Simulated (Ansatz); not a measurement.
# RbP2: the cost of one run

Computed with Ansatz 0.2.0 (DFT PBE, scalar-relativistic, plane waves, PAW, unless a step's input says otherwise).

**1. Starting point**

The structure is trigonal, space group R-3m (No. 166). Conventional cell: a = 5.145 Å, b = 5.145 Å, c = 12.820 Å, α = 90.00°, β = 90.00°, γ = 120.00°. Rb (site symmetry -3m) is surrounded by 6 P at 3.02 Å. Around P (site symmetry 3m) lie 3 Rb at 3.02 Å.

As a file:

```cif
data_structure
_symmetry_space_group_name_H-M 'P 1'
_symmetry_Int_Tables_number 1
_cell_length_a 5.2044
_cell_length_b 5.2044
_cell_length_c 5.2044
_cell_angle_alpha 59.249
_cell_angle_beta 59.249
_cell_angle_gamma 59.249
_cell_volume 97.98
loop_
_atom_site_label
_atom_site_type_symbol
_atom_site_fract_x
_atom_site_fract_y
_atom_site_fract_z
_atom_site_occupancy
Rb1 Rb 0.00000 0.00000 0.00000 1
P1 P 0.37602 0.37602 0.37602 1
P2 P 0.62398 0.62398 0.62398 1
```

The cell is invented: random cell by space group and Wyckoff sites (R-3m, No. 166). The dimensions are guesses.

**2. The guess as it stands, on a coarse mesh**

Input file input.yaml:

```yaml
crystal:
  lattice:
    - [2.57263718, 1.48531277, 4.27335378]
    - [-2.57263718, 1.48531277, 4.27335378]
    - [0.0, -2.97062554, 4.27335378]
  atoms:
    - { symbol: Rb, position: [0.0, 0.0, 0.0] }
    - { symbol: P, position: [0.37601628, 0.37601628, 0.37601628] }
    - { symbol: P, position: [0.62398372, 0.62398372, 0.62398372] }
basis:
  ecutwfc: 420
kpoints:
  mp_grid: { grid: [6, 6, 6] }
hamiltonian:
  xc: pbe
scf:
  occupations: { method: gaussian, width: 0.1 }
  lower_state_search: "off"
output:
  forces: true
  stress: true
  eigenvalues: true
```

The run is started by

```bash
> ansatz run input.yaml --threads 1 --pin off --max-ram 2048MiB --backend cpu --events-out ev --progress --plain --runs-dir out
```

What time and memory should one allow on 1 thread of Arm Neoverse N1, shared host?

About 4.8 s, with a peak of 0.34 GiB.
